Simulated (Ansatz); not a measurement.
# B2GeH+ (quintet): the correlation ladder, cc-pVTZ

An exercise on one series of results from a longer session: the logs are not shown, and one member is left open.

Program: Ansatz 0.2.0, Gaussian basis. Level of theory: cc-pVTZ, core rule «outside noble gas», up to 16 orbitals frozen. These are calculated values, not measurements.

To be run: UHF; CCSD(T) on ROHF; CCSD(T) on UHF; BCCD(T) on ROHF; CCSDT(Q) on ROHF; CCSDT(Q) on UHF.

4 further runs of the same task are left out: 1 that didn't finish, 3 set aside as unsound or not needed.

### What is computed

The geometry is a PBE0/def2-TZVP stationary point (not a proven minimum) of the parent state, kept for this charge and spin. No spin-orbit coupling is included. The filled d shell of Ge may be among the frozen orbitals whatever the setting's name suggests; the logs give the count.

4 atoms, charge 1, spin multiplicity 5.

Atoms are counted from 1 here; the program's logs count them from 0.

Bond lengths: B1–Ge2 2.121 Å, B1–B3 1.683 Å, Ge2–B3 2.022 Å, B3–H4 1.189 Å. Angles: Ge2–B1–B3 63.0°, B1–Ge2–B3 47.9°, B1–B3–Ge2 69.2°, B1–B3–H4 135.9°, Ge2–B3–H4 150.2°.

The first run:

in.yaml reads:

```yaml
crystal:
  periodic: [false, false, false]
  atoms:
    - {symbol: B, position_ang: [0.013443, -1.059555, -1.355486]}
    - {symbol: Ge, position_ang: [0.004178, 0.046165, 0.454861]}
    - {symbol: B, position_ang: [-0.057533, 0.617024, -1.483527]}
    - {symbol: H, position_ang: [0.171821, 1.419494, -2.330052]}
basis:
  gaussian: {orbitals: cc-pVTZ}
total_charge: 1
magnetization: {spin_polarized: true, initial_magnetization: 4}
hamiltonian: {xc: hf}
output: {orbitals: {seedname: orbitals}}
```

Command:

```console
$ ansatz run in.yaml --threads 1 --pin off --events-out ev --progress --plain --max-ram 4096MiB --backend cpu
```

Steps of the session up to this table: UHF; CCSD(T) on ROHF; CCSD(T) on UHF; BCCD(T) on ROHF; CCSDT(Q) on ROHF; CCSDT(Q) on UHF.

One table of the session follows, with a row left open; its other results are not shown here.

```
   method  from UCCSDT(Q) (kJ/mol)
     ROHF                   +635.6
      UHF                   +624.4
     RMP2                   +122.7
     UMP2                   +124.2
    RCCSD                    +39.1
    UCCSD                    +37.8
 RCCSD(T)                     +7.7
 UCCSD(T)                     +6.8
  BCCD(T)                     +7.3
   RCCSDT                     +3.1
   UCCSDT                        ?
RCCSDT(Q)                     +1.0
UCCSDT(Q)                        0
```

Estimate the missing values for UCCSDT.

As computed: from UCCSDT(Q) (kJ/mol): +2.1. In the column «from UCCSDT(Q) (kJ/mol)» it lies between RCCSDT(Q) (+1.0) and RCCSDT (+3.1).

To keep in mind: Restricted and unrestricted rows rest on different reference determinants; where their highest levels disagree by more than a few hundredths of an eV, they describe different states and don't form one ladder.
